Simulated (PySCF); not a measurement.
# C3H7NSi: the cost of one run

Programs: PySCF 2.14.0, with density-fitted response routines of our own. Each step states its level of theory. These are calculated values for one molecule in the gas phase, unless marked as measured. Atoms count from 0, in the outputs and in this text.

### Step 1. The starting structure

12 atoms, charge 0, multiplicity 1; geometry from: PBE0-D3(BJ)/def2-SVP.

Bonds of the start (Å): C0–Si1 1.87, Si1–C2 1.87, Si1–C3 1.87, C3–N4 1.16, C0–H5 1.10, C0–H6 1.10, C0–H7 1.10, Si1–H8 1.49, C2–H9 1.10, C2–H10 1.10, C2–H11 1.10.

### Step 2. Ultraviolet spectrum: PBE0/def2-TZVP

What the job is given:

```
{"job": {"kind": "uv", "xc": "PBE0", "basis": "def2-TZVP"}, "charge": 0, "multiplicity": 1}
C      1.661094    -0.157306    -0.084150
Si    -0.129467     0.185602    -0.500122
C     -1.320547    -0.944449     0.393857
C     -0.503607     1.939203     0.033115
N     -0.723476     3.022349     0.385621
H      1.931347    -1.186050    -0.369182
H      1.837670    -0.038054     0.995617
H      2.328945     0.534015    -0.619779
H     -0.358400     0.159419    -1.974126
H     -2.364892    -0.678266     0.173332
H     -1.169976    -0.882092     1.482445
H     -1.157126    -1.988291     0.082893
```

With the program's defaults for keys left out, this is: TDDFT PBE0/def2-TZVP, vertical, gas phase, core orbitals frozen in the response.

Launch:

```
$ OMP_NUM_THREADS=1 python probes_run.py task.json out
```

The driver reads the jobs from task.json and runs them one after another.

**Question.** How long does this first job take on 1 thread of Arm Neoverse V1, shared host, and how much memory does it need?

About 28 s, with a peak of 0.83 GiB.
